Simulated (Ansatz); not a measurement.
# C4H13NSi: taking an electron away

Aim: the vertical ionisation energy of C4H13NSi, as cation minus neutral at the neutral's geometry, on several levels, and how well −ε(HOMO) stands in for it.

Method: unrestricted cation, the program's frozen cores in correlated methods; program: Ansatz 0.2.0, Gaussian basis.

The runs, in order: UKS PBE-D4/def2-TZVPP; UKS r2SCAN-D4/def2-TZVPP; UKS PBE0-D4/def2-TZVPP; UKS B3LYP-D4/def2-TZVPP; UKS wB97X-V/def2-TZVPP; UKS wB97M-V/def2-TZVPP; UKS B2PLYP/def2-TZVPP; UHF-CCSD(T)/def2-TZVPP; UHF-MP2/def2-QZVPP; extrapolation to the limit; then −ε(HOMO) from the neutral's earlier runs with LDA (SPW92), PBE-D4, revPBE-D4, BLYP-D4, r2SCAN-D4, B97M-V, PBE0-D4, B3LYP-D4, r2SCANh-D4, r2SCAN0-D4, HSE06-D4, BHLYP-D4, CAM-B3LYP-D4, LC-ωPBE, ωB97X-V, ωB97M-V.

### Step 1. The relaxed structure

The geometry comes from an earlier relaxation with PBE0-D4 in a triple-zeta def2 set; it is a stationary point, not always the lowest conformer.

SMILES `CN(C)[SiH](C)C`, 19 atoms, charge 0, spin multiplicity 1.

Atoms are counted from 1 here; the program's logs count them from 0.

Bond lengths: C1–N2 1.440 Å, C1–H7 1.098 Å, C1–H8 1.102 Å, C1–H9 1.092 Å, N2–C3 1.441 Å, N2–Si4 1.727 Å, C3–H10 1.093 Å, C3–H11 1.102 Å, C3–H12 1.098 Å, Si4–C5 1.876 Å, Si4–C6 1.869 Å, Si4–H13 1.492 Å, C5–H14 1.093 Å, C5–H15 1.094 Å, C5–H16 1.094 Å, C6–H17 1.092 Å, C6–H18 1.093 Å, C6–H19 1.094 Å. Angles: N2–C1–H7 110.6°, N2–C1–H8 112.8°, N2–C1–H9 110.8°, H7–C1–H8 107.2°, H7–C1–H9 107.4°, H8–C1–H9 107.8°, C1–N2–C3 113.1°, C1–N2–Si4 122.1°, C3–N2–Si4 120.3°, N2–C3–H10 110.4°, N2–C3–H11 112.9°, N2–C3–H12 110.7°, H10–C3–H11 107.9°, H10–C3–H12 107.6°, H11–C3–H12 107.2°, N2–Si4–C5 114.2°, N2–Si4–C6 109.8°, N2–Si4–H13 105.4° and more.

### Step 2. Cation, UKS PBE-D4/def2-TZVPP

The input, in.yaml:

```yaml
crystal:
  periodic: [false, false, false]
  atoms:
    - {symbol: C, position_ang: [0.368494, -1.645496, 0.855262]}
    - {symbol: N, position_ang: [0.840375, -0.470959, 0.168321]}
    - {symbol: C, position_ang: [1.952877, -0.736111, -0.707897]}
    - {symbol: Si, position_ang: [-0.167435, 0.906342, -0.094639]}
    - {symbol: C, position_ang: [-1.390354, 0.707524, -1.502803]}
    - {symbol: C, position_ang: [-1.099451, 1.315747, 1.472565]}
    - {symbol: H, position_ang: [1.174807, -2.096763, 1.448285]}
    - {symbol: H, position_ang: [-0.003495, -2.422156, 0.167964]}
    - {symbol: H, position_ang: [-0.440917, -1.393824, 1.543500]}
    - {symbol: H, position_ang: [2.303063, 0.190056, -1.169713]}
    - {symbol: H, position_ang: [1.702719, -1.442659, -1.515361]}
    - {symbol: H, position_ang: [2.793402, -1.166711, -0.147790]}
    - {symbol: H, position_ang: [0.764265, 2.015341, -0.453593]}
    - {symbol: H, position_ang: [-0.877964, 0.476387, -2.440342]}
    - {symbol: H, position_ang: [-2.098414, -0.101098, -1.299403]}
    - {symbol: H, position_ang: [-1.966057, 1.625311, -1.655116]}
    - {symbol: H, position_ang: [-0.423217, 1.398458, 2.326152]}
    - {symbol: H, position_ang: [-1.858249, 0.564274, 1.706020]}
    - {symbol: H, position_ang: [-1.616249, 2.272240, 1.355089]}
basis:
  gaussian: {orbitals: def2-TZVPP}
total_charge: 1
magnetization: {spin_polarized: true, initial_magnetization: 1}
hamiltonian: {xc: pbe, dispersion: d4}
```

The run is started by

```
> ansatz run in.yaml --threads 2 --pin off --events-out ev --progress --plain --max-ram 32768MiB --backend cuda --devices 0, --max-vram 18GiB
```

The log of the run:

```text
Functional definition: PBE
  name "PBE"
  cite "Perdew, Burke & Ernzerhof, Phys. Rev. Lett. 77, 3865 (1996) doi:10.1103/PhysRevLett.77.3865"
  parent pbe
  parameter kappa = 0.804
  parameter beta = 0.06672455060314922
  exchange = pbe_x(kappa = kappa, mu = beta*pi^2/3)
  correlation = pbe_c(beta = beta)
1930 factors; their error is unknown
mean field evaluation 1: about -13670.9222 eV, gradient 9.2e1 eV
mean field evaluation 2: about -13539.5091 eV, gradient 1.7e2 eV
mean field evaluation 4: about -13705.1954 eV, gradient 3.6e1 eV
mean field evaluation 8: about -13711.3006 eV, gradient 6.1e-1 eV
mean field evaluation 16: about -13711.2491 eV, gradient 4.9e-3 eV
mean field evaluation 32: about -13710.9425 eV, gradient 7.6e0 eV
mean field -13711.24914151 eV, -503.8791121321 hartree, gradient 2.5e-5 eV, S^2 0.753071; 2 other end points of the search recorded, 0 dependent functions left out
reference -13711.24919078 eV, -503.8791139425 hartree; 29, 28 occupied and 350, 351 virtual orbitals, 1930 factors
Total energy: -13711.63489681 eV, -503.8932883780 hartree
```

Run time: 8.5 s. Hardware: 1 × H100 (card shared with other runs) with 2 threads of AMD EPYC 7R13, shared host; peak host memory 0.95 GiB.

Less the neutral's -13719.4478 eV (earlier run), this gives 7.813 eV. ⟨S²⟩ = 0.753.

### Step 3. Cation, UKS r2SCAN-D4/def2-TZVPP

Edit in.yaml of step 2 so:

```diff
@@ -26,2 +26,2 @@
 magnetization: {spin_polarized: true, initial_magnetization: 1}
-hamiltonian: {xc: pbe, dispersion: d4}
+hamiltonian: {xc: r2scan, dispersion: d4}
```

The command is unchanged.

The log of the run:

```text
Functional definition: r2SCAN
  name "r2SCAN"
  cite "Furness, Kaplan, Ning, Perdew & Sun, J. Phys. Chem. Lett. 11, 8208 (2020) doi:10.1021/acs.jpclett.0c02405"
  cite "Furness, Kaplan, Ning, Perdew & Sun, J. Phys. Chem. Lett. 11, 9248 (2020) doi:10.1021/acs.jpclett.0c03077"
  parent r2scan
  parameter k0 = 0.174
  parameter k1 = 0.065
  parameter a1 = 4.9479
  exchange = r2scan_x(k0 = k0, k1 = k1, a1 = a1)
  correlation = r2scan_c
1930 factors; their error is unknown
mean field evaluation 1: about -13686.4992 eV, gradient 8.3e1 eV
mean field evaluation 2: about -13615.7861 eV, gradient 1.4e2 eV
mean field evaluation 4: about -13716.4628 eV, gradient 2.5e1 eV
mean field evaluation 8: about -13719.3494 eV, gradient 4.5e-1 eV
mean field evaluation 16: about -13719.3017 eV, gradient 4.4e-3 eV
mean field -13719.30174293 eV, -504.1750397761 hartree, gradient 6.2e-5 eV, S^2 0.757306; 1 other end points of the search recorded, 0 dependent functions left out
reference -13719.30176058 eV, -504.1750404244 hartree; 29, 28 occupied and 350, 351 virtual orbitals, 1930 factors
Total energy: -13719.40536497 eV, -504.1788478157 hartree
```

Wall time 8.1 s (1 × H100 (card shared with other runs) with 2 threads of AMD EPYC 7R13, shared host); peak host memory 1 GiB.

Less the neutral's -13727.1995 eV (earlier run), this gives 7.794 eV. ⟨S²⟩ = 0.757.

### Step 4. Cation, UKS PBE0-D4/def2-TZVPP

Edit in.yaml of step 3 so:

```diff
@@ -26,2 +26,2 @@
 magnetization: {spin_polarized: true, initial_magnetization: 1}
-hamiltonian: {xc: r2scan, dispersion: d4}
+hamiltonian: {xc: pbe0, dispersion: d4}
```

Same command.

The log of the run:

```text
Functional definition: PBE0
  name "PBE0"
  cite "Adamo & Barone, J. Chem. Phys. 110, 6158 (1999) doi:10.1063/1.478522"
  cite "Perdew, Burke & Ernzerhof, Phys. Rev. Lett. 77, 3865 (1996) doi:10.1103/PhysRevLett.77.3865"
  parent pbe
  parameter a = 0.25
  parameter kappa = 0.804
  parameter beta = 0.06672455060314922
  exchange = (1 - a)*pbe_x(kappa = kappa, mu = beta*pi^2/3) + a*exact_x
  correlation = pbe_c(beta = beta)
1933 factors; their error is unknown
mean field evaluation 1: about -13690.6692 eV, gradient 7.0e1 eV
mean field evaluation 2: about -13678.3035 eV, gradient 8.4e1 eV
mean field evaluation 4: about -13712.4728 eV, gradient 1.0e1 eV
mean field evaluation 8: about -13712.9744 eV, gradient 3.9e-1 eV
mean field evaluation 16: about -13712.9775 eV, gradient 5.8e-3 eV
mean field -13712.97746476 eV, -503.9426268401 hartree, gradient 5.4e-5 eV, S^2 0.756324; 0 other end points of the search recorded, 0 dependent functions left out
reference -13712.97750148 eV, -503.9426281893 hartree; 29, 28 occupied and 350, 351 virtual orbitals, 1933 factors
Total energy: -13713.30629536 eV, -503.9547111417 hartree
```

Run time: 5.5 s. Hardware: 1 × H100 (card shared with other runs) with 2 threads of AMD EPYC 7R13, shared host; peak host memory 0.95 GiB.

The neutral molecule at this level: -13721.2659 eV. Difference: 7.960 eV. ⟨S²⟩ = 0.756.

### Step 5. Cation, UKS B3LYP-D4/def2-TZVPP

Edit in.yaml of step 4 so:

```diff
@@ -26,2 +26,2 @@
 magnetization: {spin_polarized: true, initial_magnetization: 1}
-hamiltonian: {xc: pbe0, dispersion: d4}
+hamiltonian: {xc: {name: B3LYP}, dispersion: d4}
```

The command is unchanged.

The log of the run (excerpt; [...] marks lines left out):

```text
Functional definition: B3LYP
  name "B3LYP"
  cite "Stephens, Devlin, Chabalowski & Frisch, J. Phys. Chem. 98, 11623 (1994) doi:10.1021/j100096a001"
  cite "Becke, Phys. Rev. A 38, 3098 (1988) doi:10.1103/PhysRevA.38.3098"
  cite "Lee, Yang & Parr, Phys. Rev. B 37, 785 (1988) doi:10.1103/PhysRevB.37.785"
  cite "Vosko, Wilk & Nusair, Can. J. Phys. 58, 1200 (1980) doi:10.1139/p80-159"
[...]
1933 factors; their error is unknown
[...]
mean field -13724.41339470 eV, -504.3628895136 hartree, gradient 2.4e-5 eV, S^2 0.755398; 0 other end points of the search recorded, 0 dependent functions left out
reference -13724.41371021 eV, -504.3629011084 hartree; 29, 28 occupied and 350, 351 virtual orbitals, 1933 factors
Total energy: -13725.02564117 eV, -504.3853891564 hartree
```

Wall time 7 s (1 × H100 (card shared with other runs) with 2 threads of AMD EPYC 7R13, shared host); peak host memory 0.95 GiB.

Less the neutral's -13733.0765 eV (earlier run), this gives 8.051 eV. ⟨S²⟩ = 0.755.

### Step 6. Cation, UKS wB97X-V/def2-TZVPP

Edit in.yaml of step 5 so:

```diff
@@ -26,2 +26,2 @@
 magnetization: {spin_polarized: true, initial_magnetization: 1}
-hamiltonian: {xc: {name: B3LYP}, dispersion: d4}
+hamiltonian: {xc: {name: wB97X-V}}
```

The command is unchanged.

The log of the run (excerpt; [...] marks lines left out):

```text
Functional definition: wB97X-V
  name "wB97X-V"
  cite "Mardirossian & Head-Gordon, Phys. Chem. Chem. Phys. 16, 9904 (2014) doi:10.1039/C3CP54374A"
  cite "Becke, J. Chem. Phys. 107, 8554 (1997) doi:10.1063/1.475007"
  cite "Vydrov & Van Voorhis, J. Chem. Phys. 133, 244103 (2010) doi:10.1063/1.3521275"
[...]
      + integral(e_c_pw_opposite_spin*poly(b97_u_opposite, cos0, cos1)) + vv10(b, c)
1933 factors; their error is unknown
511 factors; integrals over basis functions are off by at most 9.1e-6 eV
[...]
mean field -13720.51331154 eV, -504.2195641012 hartree, gradient 3.3e-5 eV, S^2 0.755761; 0 other end points of the search recorded, 0 dependent functions left out
reference -13720.51330907 eV, -504.2195640105 hartree; 29, 28 occupied and 350, 351 virtual orbitals, 1933 factors
Total energy: -13720.51330907 eV, -504.2195640105 hartree
```

It took 8.6 s on 1 × H100 (card shared with other runs) with 2 threads of AMD EPYC 7R13, shared host; peak host memory 1.1 GiB.

Less the neutral's -13728.6169 eV (earlier run), this gives 8.104 eV. ⟨S²⟩ = 0.756.

### Step 7. Cation, UKS wB97M-V/def2-TZVPP

Edit in.yaml of step 6 so:

```diff
@@ -26,2 +26,2 @@
 magnetization: {spin_polarized: true, initial_magnetization: 1}
-hamiltonian: {xc: {name: wB97X-V}}
+hamiltonian: {xc: {name: wB97M-V}}
```

Same command.

The log of the run (excerpt; [...] marks lines left out):

```text
Functional definition: wB97M-V
  name "wB97M-V"
  cite "Mardirossian & Head-Gordon, J. Chem. Phys. 144, 214110 (2016) doi:10.1063/1.4952647"
  cite "Becke, J. Chem. Phys. 107, 8554 (1997) doi:10.1063/1.475007"
  cite "Vydrov & Van Voorhis, J. Chem. Phys. 133, 244103 (2010) doi:10.1063/1.3521275"
  # Of w^i u^j: cxij and so on, Table III.
[...]
  gx(w, u) = 1 - cx + cx01*u + cx10*w
  gss(w, u) = css00 + css04*u^4 + css10*w + css20*w^2 + css43*w^4*u^3
  gos(w, u) = cos00 + cos10*w + (cos20 + cos21*u)*w^2 + (cos60 + cos61*u)*w^6
[...]
      + integral(e_c_pw_mod_opposite_spin*gos(b97_w_opposite, b97_u_opposite)) + vv10(b, c)
1933 factors; their error is unknown
511 factors; integrals over basis functions are off by at most 9.1e-6 eV
[...]
mean field -13719.34901169 eV, -504.1767768710 hartree, gradient 2.0e-5 eV, S^2 0.754962; 0 other end points of the search recorded, 0 dependent functions left out
reference -13719.34907217 eV, -504.1767790934 hartree; 29, 28 occupied and 350, 351 virtual orbitals, 1933 factors
Total energy: -13719.34907217 eV, -504.1767790934 hartree
```

Wall time 18 s (1 × H100 (card shared with other runs) with 2 threads of AMD EPYC 7R13, shared host); peak host memory 1.2 GiB.

The neutral molecule at this level: -13727.4735 eV. Difference: 8.124 eV. ⟨S²⟩ = 0.755.

### Step 8. Cation, UKS B2PLYP (frozen core)/def2-TZVPP

Edit in.yaml of step 7 so:

```diff
@@ -26,2 +26,2 @@
 magnetization: {spin_polarized: true, initial_magnetization: 1}
-hamiltonian: {xc: {name: wB97M-V}}
+hamiltonian: {xc: {name: B2PLYP}}
```

Launched as before.

The log of the run (excerpt; [...] marks lines left out):

```text
Functional definition: B2PLYP
  name "B2PLYP"
  cite "Grimme, J. Chem. Phys. 124, 034108 (2006) doi:10.1063/1.2148954"
  cite "Becke, Phys. Rev. A 38, 3098 (1988) doi:10.1103/PhysRevA.38.3098"
  cite "Lee, Yang & Parr, Phys. Rev. B 37, 785 (1988) doi:10.1103/PhysRevB.37.785"
[...]
2167 factors; integrals over basis functions are off by at most 1.1e-3 eV
[...]
mean field -13705.63618836 eV, -503.6728399085 hartree, gradient 7.3e-6 eV, S^2 0.759510; 0 other end points of the search recorded, 0 dependent functions left out
10 core orbitals not correlated: weight in the atoms' cores, before any rotation towards them, 1.000 or more for the frozen orbitals, at most 0.000 for the correlated occupied ones
reference -13705.63638799 eV, -503.6728472445 hartree; 19, 18 occupied and 350, 351 virtual orbitals, 2167 factors
second order -33.13496451 eV of doubles, -0.00000000 eV of singles
Total energy: -13714.58282840 eV, -504.0016228657 hartree
```

Wall time 12 s (1 × H100 (card shared with other runs) with 2 threads of AMD EPYC 7R13, shared host); peak host memory 1.8 GiB.

The neutral molecule at this level: -13722.6428 eV. Difference: 8.060 eV. ⟨S²⟩ = 0.760.

### Step 9. Cation, UHF-CCSD(T)/def2-TZVPP

Edit in.yaml of step 8 so:

```diff
@@ -26,2 +26,3 @@
 magnetization: {spin_polarized: true, initial_magnetization: 1}
-hamiltonian: {xc: {name: B2PLYP}}
+correlation: {method: ccsd_t}
+scf: {omitted_lower_state_checks: [cluster_reference]}
```

Launched as before.

The log of the run (excerpt; [...] marks lines left out):

```text
Functional definition: HF
  name "HF"
  cite "Fock, Z. Phys. 61, 126 (1930) doi:10.1007/BF01340294"
  parent pbe
[...]
2167 factors; integrals over basis functions are off by at most 1.1e-3 eV
[...]
mean field -13668.10637890 eV, -502.2936448494 hartree, gradient 5.4e-6 eV, S^2 0.765603; 2 other end points of the search recorded, 0 dependent functions left out
10 core orbitals not correlated: weight in the atoms' cores, before any rotation towards them, 1.000 or more for the frozen orbitals, at most 0.000 for the correlated occupied ones
reference -13668.10637890 eV, -502.2936448494 hartree; 19, 18 occupied and 350, 351 virtual orbitals, 2167 factors
second order -27.16384588 eV of doubles, -0.00000000 eV of singles
cycle   1  -28.52522464 eV  change    -1.4e0 eV  update   1.1e-1
[...]
cycle  13  -29.38913116 eV  change   -2.7e-5 eV  update   1.6e-5
perturbative correction -1.12025553 eV, -0.0411686314 hartree
Total energy: -13698.61576559 eV, -503.4148441302 hartree
Checks for a lower state left out: cluster_reference
```

Wall time 1.7 min (1 × H100 (card shared with other runs) with 2 threads of AMD EPYC 7R13, shared host); peak host memory 1.7 GiB.

Less the neutral's -13706.7794 eV (earlier run), this gives 8.164 eV. ⟨S²⟩ = 0.766. T1 = 0.018 (report).

### Step 10. Cation, UHF-MP2/def2-QZVPP

Edit in.yaml of step 9 so:

```diff
@@ -23,6 +23,6 @@
 basis:
-  gaussian: {orbitals: def2-TZVPP}
+  gaussian: {orbitals: "def2-QZVPP.json"}
 total_charge: 1
 magnetization: {spin_polarized: true, initial_magnetization: 1}
-correlation: {method: ccsd_t}
+correlation: {method: mp2}
 scf: {omitted_lower_state_checks: [cluster_reference]}
```

The command is unchanged.

The log of the run (excerpt; [...] marks lines left out):

```text
Functional definition: HF
  name "HF"
  cite "Fock, Z. Phys. 61, 126 (1930) doi:10.1007/BF01340294"
  parent pbe
[...]
4375 factors; integrals over basis functions are off by at most 8.5e-4 eV
[...]
mean field -13668.64158454 eV, -502.3133132937 hartree, gradient 2.1e-6 eV, S^2 0.765648; 2 other end points of the search recorded, 0 dependent functions left out
10 core orbitals not correlated: weight in the atoms' cores, before any rotation towards them, 1.000 or more for the frozen orbitals, at most 0.000 for the correlated occupied ones
reference -13668.64158454 eV, -502.3133132937 hartree; 19, 18 occupied and 716, 717 virtual orbitals, 4375 factors
second order -28.94642213 eV of doubles, -0.00000000 eV of singles
Total energy: -13697.58800666 eV, -503.3770746862 hartree
Checks for a lower state left out: cluster_reference
```

Run time: 14 s. Hardware: 1 × H100 (card shared with other runs) with 2 threads of AMD EPYC 7R13, shared host; peak host memory 1.5 GiB.

Less the neutral's -13706.0847 eV (earlier run), this gives 8.497 eV. ⟨S²⟩ = 0.766.

### Step 11. Extrapolating to the complete basis

This step is arithmetic on the last runs, with X = 3 and 4: exp(−7.88√X) for Hartree-Fock, X^−2.97 for correlation; only MP2 was run in the larger set, so CCSD(T) minus MP2 is added from the smaller one.

| level | energy at the limit (eV) |
| --- | --- |
| HF | -13668.7153 |
| MP2 | -13698.9822 |
| CCSD | -13701.2074 |
| CCSD(T) | -13702.3277 |

The neutral's limit, from its own earlier runs, is -13710.6227 eV in the additive form (MP2 limit plus CCSD(T) minus MP2 in triple zeta), in which the cation has -13702.3277 eV.

### Step 12. The ladder

Differences are taken before rounding.

| method | ionisation energy (eV) | from CCSD(T)/CBS (eV) | time |
| --- | --- | --- | --- |
| PBE-D4 | 7.81 | -0.48 | 17 s |
| r2SCAN-D4 | 7.79 | -0.50 | 18 s |
| PBE0-D4 | 7.96 | -0.34 | 16 s |
| B3LYP-D4 | 8.05 | -0.24 | 13 s |
| ωB97X-V | 8.10 | -0.19 | 22 s |
| ωB97M-V | 8.12 | -0.17 | 33 s |
| B2PLYP | 8.06 | -0.24 | 25 s |
| HF/def2-TZVPP | 6.95 | -1.34 |  |
| MP2/def2-TZVPP | 8.42 | +0.13 |  |
| CCSD/def2-TZVPP | 8.11 | -0.19 |  |
| CCSD(T)/def2-TZVPP | 8.16 | -0.13 | 2.1 min |
| CCSD(T)/CBS | 8.30 | 0 | 2.5 min |

Among the levels timed on like hardware and quicker than the yardstick, those that no quicker one beats, quickest first: B3LYP-D4 (13 s, -0.24 eV); ωB97X-V (22 s, -0.19 eV); ωB97M-V (33 s, -0.17 eV); CCSD(T)/def2-TZVPP (2.1 min, -0.13 eV). Runs this short are mostly start-up, so their order is noise.

Times add the cation's run and the neutral's; HF, MP2 and CCSD come out of the CCSD(T) runs.

Orbital estimates, from the neutral's runs:

| functional | −ε(HOMO) (eV) | by energy difference (eV) |
| --- | --- | --- |
| LDA (SPW92) | 4.89 |  |
| PBE-D4 | 4.80 | 7.81 |
| revPBE-D4 | 4.75 |  |
| BLYP-D4 | 4.70 |  |
| r2SCAN-D4 | 5.02 | 7.79 |
| B97M-V | 5.20 |  |
| PBE0-D4 | 6.10 | 7.96 |
| B3LYP-D4 | 5.90 | 8.05 |
| r2SCANh-D4 | 5.52 |  |
| r2SCAN0-D4 | 6.26 |  |
| HSE06-D4 | 5.70 |  |
| BHLYP-D4 | 7.36 |  |
| CAM-B3LYP-D4 | 7.47 |  |
| LC-ωPBE | 8.78 |  |
| ωB97X-V | 8.48 | 8.10 |
| ωB97M-V | 8.41 | 8.12 |

### Step 13. Outcome

| quantity | value |
| --- | --- |
| ionisation energy, CCSD(T)/CBS | 8.30 eV |
| nearest functional by difference | ωB97M-V (-0.17 eV) |
| nearest −ε(HOMO) | ωB97M-V (+0.11 eV) |
| −ε(HOMO) of PBE | 4.80 eV |
| T1 of the cation | 0.018 |

**Reading.** By cation minus neutral, the functionals miss by 0.50 eV at most. −ε(HOMO) of PBE misses by 3.5 eV, since self-interaction lifts the level. Among orbital estimates ωB97M-V comes nearest. Hartree-Fock falls 1.34 eV short, as the neutral has more correlation energy than the cation. The cation may have settled in a state other than its lowest; no search over hole states beyond the program's own was made.

For cost: CCSD(T)/def2-TZVPP gets within 0.13 eV in 2.1 min, where CCSD(T)/CBS took 2.5 min.
